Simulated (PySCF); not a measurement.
# C₈H₁₃GeN: NMR shieldings

Aim: compute the NMR shieldings of C₈H₁₃GeN (`[CH3][Ge]([CH3])([CH3])[c]1cccnc1`).

Programs: PySCF 2.14.0, with routines of our own; each step states its level. All values are computed. Atoms count from 0.

### 1 The starting structure

23 atoms, charge 0, multiplicity 1; geometry from: GFN2-xTB.

### 2 Optimising the geometry at PBE0-D3(BJ)/def2-SVP

Job settings and geometry (Å):

```
{"job": {"xc": "PBE0", "basis": "def2-SVP", "d3": "d3bj", "grid": 1, "maxiter": 30, "shake": 0.01, "kind": "geom"}, "charge": 0, "multiplicity": 1}
C     -1.863720     1.631390    -0.420300
Ge    -1.123010    -0.068380     0.209790
C     -1.301310    -0.177280     2.181930
C     -2.037900    -1.581180    -0.640220
C      0.803690    -0.101280    -0.261250
C      1.660340     0.889560     0.234830
C      3.016910     0.850280    -0.094620
C      3.467080    -0.168190    -0.920030
N      2.652540    -1.109510    -1.369790
C      1.372260    -1.071460    -1.052410
H     -2.948880     1.712510    -0.168140
H     -1.775990     1.747180    -1.495400
H     -1.409720     2.513740     0.024640
H     -0.784730     0.655170     2.679370
H     -0.854030    -1.111850     2.559350
H     -2.325890    -0.130330     2.494820
H     -1.993140    -1.527790    -1.721310
H     -1.678920    -2.530010    -0.297140
H     -3.126420    -1.558300    -0.369470
H      1.252340     1.676300     0.880570
H      3.676420     1.602840     0.262050
H      4.499020    -0.268930    -1.216900
H      0.770720    -1.850950    -1.497540
```

On the command line:

```console
> OMP_NUM_THREADS=1 python heavy_run.py task.json out
```

One launch serves the whole session: the jobs run in the order shown.

The log of the run:

```text
step   0  E = -2443.23920009  max force = 0.024513
step   1  E = -2443.24496669  max force = 0.004962
step   2  E = -2443.24523833  max force = 0.001430
step   3  E = -2443.24531452  max force = 0.002612
step   4  E = -2443.24532097  max force = 0.002611
step   5  E = -2443.24537038  max force = 0.000944
step   6  E = -2443.24537784  max force = 0.000415
optimisation converged
```

It took 3.9 min on 1 thread of Arm Neoverse V1, shared host; peak memory 1.2 GiB.

Step by step:

```
step  energy from step 0 (eV)  largest force component (eV/Å)
   0                   0.0000                          1.2605
   1                  -0.1569                          0.2552
   2                  -0.1643                          0.0735
   3                  -0.1664                          0.1343
   4                  -0.1666                          0.1343
   5                  -0.1679                          0.0485
   6                  -0.1681                          0.0213
```

Close pairs (by a distance rule), those that changed most:

```
  bond  before (Å)  after (Å)  change (Å)
C6–H20       1.062      1.093      +0.030
C3–H17       1.071      1.100      +0.029
C2–H15       1.072      1.101      +0.028
Ge1–C2       1.983      1.955      -0.028
 C4–C9       1.375      1.402      +0.027
Ge1–C4       1.984      1.959      -0.025
C3–H18       1.122      1.100      -0.022
C7–H21       1.079      1.097      +0.018
```

The end geometry stands in the next job.

```
                         at the end point                value
rotational constants (GHz, main isotopes)  1.956, 0.625, 0.565
                        dipole moment (D)                 2.37
```

### 3 NMR shieldings: PBE/pcSseg-1 Ge:us-x2c-TZVPall-2c, spin–orbit

Job settings and geometry (Å):

```
{"job": {"kind": "hnmr", "xc": "PBE", "basis": {"default": "pcSseg-1", "Ge": "us-x2c-TZVPall-2c"}, "rel": "so"}, "charge": 0, "multiplicity": 1}
C     -1.958856     1.587946    -0.255505
Ge    -1.119637    -0.107239     0.239151
C     -1.245542    -0.363966     2.173457
C     -1.975809    -1.590734    -0.697716
C      0.774407    -0.033198    -0.254548
C      1.618956     0.974931     0.227138
C      2.960462     0.990149    -0.142329
C      3.421141    -0.015349    -0.992941
N      2.643245    -0.984369    -1.465423
C      1.362216    -0.983606    -1.100693
H     -3.023693     1.585047     0.022605
H     -1.881684     1.755724    -1.339942
H     -1.472198     2.430165     0.258768
H     -0.699014     0.427895     2.707197
H     -0.812512    -1.333376     2.461208
H     -2.295882    -0.339433     2.501218
H     -1.856167    -1.492882    -1.786982
H     -1.547432    -2.554751    -0.384988
H     -3.052500    -1.605396    -0.471659
H      1.232823     1.753653     0.893310
H      3.641153     1.764768     0.218937
H      4.472286    -0.035254    -1.305245
H      0.755116    -1.799344    -1.512654
```

Level: PBE/pcSseg-1 Ge:us-x2c-TZVPall-2c GIAO NMR shielding, X2C with spin-orbit coupling, screened-nuclear two-electron part, Gaussian nuclei, gas phase.

The log of the run:

```text
spin-free SCF
coarse grid: 86112 points
cycle   1  E = -2465.4007833640  dE =  8.669e-01  |g| = 1.002e+00  |ddm| = 4.723e+00
cycle   2  E = -2465.1434116643  dE =  2.574e-01  |g| = 1.536e+00  |ddm| = 2.041e+00
cycle   3  E = -2465.5900879442  dE = -4.467e-01  |g| = 1.080e-01  |ddm| = 1.286e+00
cycle   4  E = -2465.5912062791  dE = -1.118e-03  |g| = 8.250e-02  |ddm| = 1.324e-01
cycle   5  E = -2465.5926506087  dE = -1.444e-03  |g| = 2.184e-02  |ddm| = 8.453e-02
cycle   6  E = -2465.5927423459  dE = -9.174e-05  |g| = 1.138e-02  |ddm| = 3.534e-02
cycle   7  E = -2465.5927770209  dE = -3.467e-05  |g| = 2.756e-03  |ddm| = 1.266e-02
cycle   8  E = -2465.5927789398  dE = -1.919e-06  |g| = 5.521e-04  |ddm| = 3.317e-03
final grid: 183536 points
cycle   9  E = -2465.5927574102  dE =  1.759e-07  |g| = 1.346e-03  |ddm| = 5.485e-03
cycle  10  E = -2465.5927540505  dE =  3.360e-06  |g| = 3.690e-03  |ddm| = 5.158e-03
cycle  11  E = -2465.5927578942  dE = -3.844e-06  |g| = 3.043e-04  |ddm| = 3.911e-03
cycle  12  E = -2465.5927579155  dE = -2.127e-08  |g| = 5.965e-05  |ddm| = 3.451e-04
cycle  13  E = -2465.5927579162  dE = -6.939e-10  |g| = 1.265e-05  |ddm| = 5.525e-05
converged SCF energy = -2465.5927579162
two-component SCF
cycle   1  E = -2465.5560441889  dE = -2.466e+03  |FDS-SDF| = 5.399e+00
cycle   2  E = -2465.6342795790  dE = -7.824e-02  |FDS-SDF| = 5.632e-03
cycle   3  E = -2465.6342796532  dE = -7.423e-08  |FDS-SDF| = 7.091e-04
cycle   4  E = -2465.6342796356  dE =  1.755e-08  |FDS-SDF| = 5.560e-04
cycle   5  E = -2465.6342796706  dE = -3.498e-08  |FDS-SDF| = 7.475e-05
cycle   6  E = -2465.6342796716  dE = -1.006e-09  |FDS-SDF| = 4.213e-05
converged, E = -2465.6342796716

Field gradients (au) and densities at the nuclei (bohr^-3)
atom        Vxx        Vyy        Vzz        centre      nuclear mean
  0 C      0.0043     0.0142    -0.0184        114.359        114.359
  1 Ge    -0.1146    -0.1416     0.2562      28315.863      28301.071
  2 C      0.0047     0.0130    -0.0177        114.359        114.359
  3 C      0.0080     0.0115    -0.0195        114.354        114.354
  4 C     -0.1569    -0.1734     0.3303        114.573        114.573
  5 C     -0.1396    -0.2066     0.3462        114.546        114.546
  6 C     -0.1071    -0.1884     0.2955        114.543        114.543
  7 C     -0.0977    -0.2095     0.3072        114.503        114.503
  8 N      0.3527     0.7454    -1.0982        186.076        186.076
  9 C     -0.0874    -0.2198     0.3072        114.515        114.515
 10 H     -0.1456    -0.1532     0.2988          0.376          0.376
 11 H     -0.1455    -0.1534     0.2989          0.375          0.375
 12 H     -0.1464    -0.1534     0.2997          0.376          0.376
 13 H     -0.1463    -0.1532     0.2996          0.376          0.376
 14 H     -0.1457    -0.1533     0.2990          0.375          0.375
 15 H     -0.1456    -0.1532     0.2988          0.376          0.376
 16 H     -0.1450    -0.1537     0.2987          0.375          0.375
 17 H     -0.1450    -0.1536     0.2986          0.375          0.375
 18 H     -0.1459    -0.1534     0.2993          0.375          0.375
 19 H     -0.1416    -0.1576     0.2991          0.387          0.387
 20 H     -0.1433    -0.1610     0.3043          0.384          0.384
 21 H     -0.1387    -0.1558     0.2944          0.387          0.387
 22 H     -0.1379    -0.1551     0.2930          0.389          0.389
without picture change
  1 Ge                           0.2644                     41248.639

Core orbital energies (eV)
atom   shell        mean    spread
  1 Ge 1s       -10949.548   0.000
  1 Ge 2s        -1370.639   0.000
  1 Ge 3s         -167.348   0.000
  1 Ge 2p1/2     -1218.945   0.000
  1 Ge 2p3/2     -1187.479   0.005
  1 Ge 3p1/2      -117.363   0.000
  1 Ge 3p3/2      -113.136   0.015
  1 Ge 3d3/2       -28.678   0.016
  1 Ge 3d5/2       -28.132   0.050

vertical triplet (scalar unrestricted SCF): 3.938 eV

Shielding tensors (ppm)
atom      isotropic    diamagn.    paramagn.     s11        s22        s33       span
  0 C       179.70      251.33      -71.63     172.44     178.22     188.44      16.00
  1 Ge     1484.40     2658.29    -1173.89    1455.70    1474.67    1522.84      67.14
  2 C       178.93      251.28      -72.35     172.61     176.18     187.99      15.37
  3 C       182.79      251.10      -68.31     177.56     182.69     188.11      10.55
  4 C        37.25      257.90     -220.64     -52.03     -10.91     174.70     226.73
  5 C        37.51      254.56     -217.06     -79.19      23.77     167.94     247.14
  6 C        53.54      257.35     -203.81     -58.33      52.94     166.02     224.35
  7 C        27.20      252.37     -225.17     -78.42      22.94     137.08     215.50
  8 N       -92.44      333.25     -425.69    -400.83    -168.05     291.56     692.39
  9 C        23.61      253.23     -229.62     -85.24      24.09     131.99     217.23
 10 H        30.81       29.15        1.66      26.02      28.03      38.38      12.36
 11 H        30.81       31.35       -0.54      26.27      28.11      38.06      11.80
 12 H        30.62       31.99       -1.37      25.36      28.59      37.91      12.55
 13 H        30.69       32.03       -1.34      25.42      28.74      37.91      12.49
 14 H        30.82       31.30       -0.48      26.16      28.24      38.05      11.89
 15 H        30.78       29.13        1.66      26.11      27.87      38.37      12.25
 16 H        30.47       31.43       -0.96      25.97      27.34      38.10      12.13
 17 H        30.48       31.29       -0.81      26.07      27.25      38.13      12.06
 18 H        30.69       28.96        1.73      25.52      28.48      38.07      12.55
 19 H        23.57       35.40      -11.83      19.45      20.70      30.57      11.11
 20 H        24.14       30.72       -6.59      21.47      23.15      27.79       6.32
 21 H        22.50       27.46       -4.95      18.59      22.59      26.34       7.75
 22 H        22.43       34.13      -11.70      16.60      20.65      30.03      13.42
```

Run time: 3.1 min. Hardware: 1 thread of Arm Neoverse V1, shared host; peak memory 1.6 GiB.

Key values:

```
                       quantity       value
energy from spin-orbit coupling  -0.0415 Eh
```

The fields below are evaluated on a grid from the run's orbitals.

Frontier orbitals at PBE/us-x2c-TZVPall-2c+pcSseg-1, with the share of their density that lies nearest to each atom:

```
orbital  energy (eV)                                   lies on
   HOMO        -5.60                           N8 62 %; C4 8 %
   LUMO        -1.70  C5 25 %; N8 23 %; C4, C7 about 13 % each
```

ELF in a plane through or near 13 of the atoms.

Values, 10 rows by 14 columns:
```
0.00 0.00 0.00 0.00 0.00 0.00 0.00 0.00 0.00 0.00 0.00 0.00 0.00 0.00
0.00 0.00 0.00 0.00 0.00 0.00 0.00 0.00 0.00 0.00 0.00 0.00 0.00 0.00
0.00 0.00 0.00 0.48 0.02 0.41 0.94 0.00 0.00 0.00 0.00 0.00 0.00 0.00
0.00 0.00 0.20 1.00 0.56 0.78 0.99 0.01 0.04 0.01 0.00 0.00 0.00 0.00
0.00 0.00 0.01 0.30 0.49 0.28 0.74 0.33 0.18 0.14 0.00 0.00 0.00 0.00
0.00 0.03 0.99 0.75 0.52 0.16 0.58 0.47 0.72 0.24 0.02 0.00 0.00 0.00
0.00 0.01 0.97 0.38 0.25 0.46 0.53 0.08 0.83 0.80 0.99 0.14 0.00 0.00
0.00 0.00 0.00 0.40 0.95 0.20 1.00 0.03 0.61 0.61 0.95 0.05 0.00 0.00
0.00 0.00 0.00 0.03 0.38 0.01 0.89 0.00 0.09 0.10 0.03 0.00 0.00 0.00
0.00 0.00 0.00 0.00 0.00 0.00 0.00 0.00 0.00 0.00 0.00 0.00 0.00 0.00
```
The map spans 14.4 Å across and 9.9 Å up, centred on the molecule. Atoms in the plane (x, y in Å): Ge1 (1.1, 0.0), C3 (1.9, -1.8), C4 (-0.8, -0.1), C5 (-1.6, 1.0), C6 (-3.0, 0.8), C7 (-3.5, -0.5), N8 (-2.8, -1.6), C9 (-1.4, -1.4), H18 (3.0, -1.7), H19 (-1.2, 2.0), H20 (-3.7, 1.7), H21 (-4.6, -0.6), H22 (-0.9, -2.3).

On the surface of density 0.002 e/bohr³ the electrostatic potential runs, from the 1st to the 99th percentile, from -1.70 V near N8 to 0.93 V near H19.

### 4 NMR shieldings: PBE/pcSseg-1 Ge:us-x2c-TZVPall-2c, spin-free

The job, as its differences from that of step 3:

```diff
@@ -1,2 +1,2 @@
-{"job": {"kind": "hnmr", "xc": "PBE", "basis": {"default": "pcSseg-1", "Ge": "us-x2c-TZVPall-2c"}, "rel": "so"}, "charge": 0, "multiplicity": 1}
+{"job": {"kind": "hnmr", "xc": "PBE", "basis": {"default": "pcSseg-1", "Ge": "us-x2c-TZVPall-2c"}, "rel": "sf"}, "charge": 0, "multiplicity": 1}
 C     -1.958856     1.587946    -0.255505
```

Level: PBE/pcSseg-1 Ge:us-x2c-TZVPall-2c GIAO NMR shielding, spin-free X2C, Gaussian nuclei, gas phase.

The log of the run:

```text
spin-free SCF
coarse grid: 86112 points
cycle   1  E = -2465.4007833640  dE =  8.669e-01  |g| = 1.002e+00  |ddm| = 4.723e+00
cycle   2  E = -2465.1434116643  dE =  2.574e-01  |g| = 1.536e+00  |ddm| = 2.041e+00
cycle   3  E = -2465.5900879442  dE = -4.467e-01  |g| = 1.080e-01  |ddm| = 1.286e+00
cycle   4  E = -2465.5912062791  dE = -1.118e-03  |g| = 8.250e-02  |ddm| = 1.324e-01
cycle   5  E = -2465.5926506087  dE = -1.444e-03  |g| = 2.184e-02  |ddm| = 8.453e-02
cycle   6  E = -2465.5927423459  dE = -9.174e-05  |g| = 1.138e-02  |ddm| = 3.534e-02
cycle   7  E = -2465.5927770209  dE = -3.467e-05  |g| = 2.756e-03  |ddm| = 1.266e-02
cycle   8  E = -2465.5927789398  dE = -1.919e-06  |g| = 5.521e-04  |ddm| = 3.317e-03
final grid: 183536 points
cycle   9  E = -2465.5927574102  dE =  1.759e-07  |g| = 1.346e-03  |ddm| = 5.485e-03
cycle  10  E = -2465.5927540505  dE =  3.360e-06  |g| = 3.690e-03  |ddm| = 5.158e-03
cycle  11  E = -2465.5927578942  dE = -3.844e-06  |g| = 3.043e-04  |ddm| = 3.911e-03
cycle  12  E = -2465.5927579155  dE = -2.127e-08  |g| = 5.965e-05  |ddm| = 3.451e-04
cycle  13  E = -2465.5927579162  dE = -6.939e-10  |g| = 1.265e-05  |ddm| = 5.525e-05
converged SCF energy = -2465.5927579162
check of the scalar solution
cycle   1  E = -2465.5927579161  dE = -2.466e+03  |FDS-SDF| = 1.265e-05
cycle   2  E = -2465.5927579160  dE =  1.728e-10  |FDS-SDF| = 2.860e-05
converged, E = -2465.5927579160

Field gradients (au) and densities at the nuclei (bohr^-3)
atom        Vxx        Vyy        Vzz        centre      nuclear mean
  0 C      0.0043     0.0142    -0.0185        114.359        114.359
  1 Ge    -0.1147    -0.1415     0.2562      28314.512      28299.719
  2 C      0.0047     0.0130    -0.0177        114.359        114.359
  3 C      0.0080     0.0115    -0.0195        114.354        114.354
  4 C     -0.1569    -0.1735     0.3303        114.573        114.573
  5 C     -0.1396    -0.2066     0.3462        114.546        114.546
  6 C     -0.1071    -0.1884     0.2955        114.543        114.543
  7 C     -0.0977    -0.2096     0.3072        114.503        114.503
  8 N      0.3528     0.7454    -1.0982        186.076        186.076
  9 C     -0.0874    -0.2198     0.3072        114.515        114.515
 10 H     -0.1456    -0.1532     0.2988          0.376          0.376
 11 H     -0.1455    -0.1534     0.2989          0.375          0.375
 12 H     -0.1464    -0.1534     0.2997          0.376          0.376
 13 H     -0.1463    -0.1532     0.2996          0.376          0.376
 14 H     -0.1457    -0.1533     0.2990          0.375          0.375
 15 H     -0.1456    -0.1532     0.2988          0.376          0.376
 16 H     -0.1450    -0.1537     0.2987          0.375          0.375
 17 H     -0.1450    -0.1536     0.2986          0.375          0.375
 18 H     -0.1459    -0.1534     0.2993          0.375          0.375
 19 H     -0.1416    -0.1576     0.2991          0.387          0.387
 20 H     -0.1433    -0.1610     0.3043          0.384          0.384
 21 H     -0.1386    -0.1558     0.2944          0.387          0.387
 22 H     -0.1379    -0.1551     0.2930          0.389          0.389
without picture change
  1 Ge                           0.2645                     41248.921

Core orbital energies (eV)
atom   shell        mean    spread
  1 Ge 1s       -10949.681   0.000
  1 Ge 2s        -1370.661   0.000
  1 Ge 3s         -167.349   0.000
  1 Ge 2p        -1197.832   0.007
  1 Ge 3p         -114.524   0.024
  1 Ge 3d          -28.349   0.084

Shielding tensors (ppm)
atom      isotropic    diamagn.    paramagn.     s11        s22        s33       span
  0 C       178.43      250.98      -72.56     171.26     176.10     187.92      16.66
  1 Ge     1296.75     2774.38    -1477.62    1268.62    1286.41    1335.23      66.62
  2 C       177.62      250.93      -73.30     171.40     174.02     187.45      16.06
  3 C       181.59      250.74      -69.16     175.46     181.79     187.51      12.05
  4 C        36.08      257.74     -221.66     -52.06     -12.32     172.62     224.69
  5 C        37.37      254.43     -217.05     -79.16      23.44     167.84     247.00
  6 C        53.29      257.21     -203.91     -58.45      52.72     165.60     224.05
  7 C        26.81      252.31     -225.50     -78.65      22.48     136.60     215.25
  8 N       -93.53      332.74     -426.26    -401.70    -169.76     290.87     692.57
  9 C        23.42      253.08     -229.66     -85.32      23.61     131.98     217.30
 10 H        30.87       29.14        1.73      26.15      28.07      38.39      12.24
 11 H        30.87       31.35       -0.48      26.38      28.15      38.08      11.70
 12 H        30.68       31.99       -1.31      25.47      28.63      37.93      12.46
 13 H        30.74       32.02       -1.28      25.53      28.78      37.92      12.40
 14 H        30.88       31.29       -0.41      26.28      28.28      38.07      11.80
 15 H        30.84       29.12        1.72      26.23      27.91      38.37      12.14
 16 H        30.52       31.43       -0.91      26.07      27.39      38.11      12.03
 17 H        30.53       31.29       -0.76      26.18      27.29      38.14      11.96
 18 H        30.76       28.95        1.81      25.69      28.51      38.08      12.39
 19 H        23.59       35.40      -11.81      19.42      20.73      30.61      11.19
 20 H        24.15       30.72       -6.57      21.45      23.17      27.82       6.37
 21 H        22.53       27.46       -4.93      18.54      22.65      26.40       7.86
 22 H        22.47       34.13      -11.66      16.60      20.69      30.12      13.52
```

Run time: 64 s. Hardware: 1 thread of Arm Neoverse V1, shared host; peak memory 1.5 GiB.

### 5 Shieldings side by side

```
                                                  run     Ge1     C2     C0     C3    C4     N8    C7     time
step 3, PBE/pcSseg-1 Ge:us-x2c-TZVPall-2c, spin–orbit  1484.4  178.9  179.7  182.8  37.3  -92.4  27.2  3.1 min
 step 4, PBE/pcSseg-1 Ge:us-x2c-TZVPall-2c, spin-free  1296.8  177.6  178.4  181.6  36.1  -93.5  26.8     64 s
```

### 6 Summary of results

```
                                                                               quantity                                                                                                value
                                                   rotational constants (main isotopes)                                                                                 1.96, 0.63, 0.57 GHz
energy from spin-orbit coupling (step 3, PBE/pcSseg-1 Ge:us-x2c-TZVPall-2c, spin–orbit)                                                                                           -0.0415 Eh
                     shieldings (step 3, PBE/pcSseg-1 Ge:us-x2c-TZVPall-2c, spin–orbit)  C0 179.7, Ge1 1484.4, C2 178.9, C3 182.8, C4 37.3, C5 37.5, C6 53.5, C7 27.2, N8 -92.4, C9 23.6 ppm
                                                  surface potential, 1st and 99th percentile                                                                                   -1.70 V and 0.93 V
                      shieldings (step 4, PBE/pcSseg-1 Ge:us-x2c-TZVPall-2c, spin-free)  C0 178.4, Ge1 1296.8, C2 177.6, C3 181.6, C4 36.1, C5 37.4, C6 53.3, C7 26.8, N8 -93.5, C9 23.4 ppm
```

In words: Over 6 steps the energy fell by 0.168 eV; of the close pairs, C6–H20 changed most, 1.062 to 1.093 Å. In step 3, N8 has the widest tensor, 692 ppm. At PBE/us-x2c-TZVPall-2c+pcSseg-1, counted by nearest atom on the grid, the HOMO lies on N8 62 %; C4 8 %, the LUMO on C5 25 %; N8 23 %. Ge1 moves most between the runs, by 188 ppm; the labels say what changes from run to run.
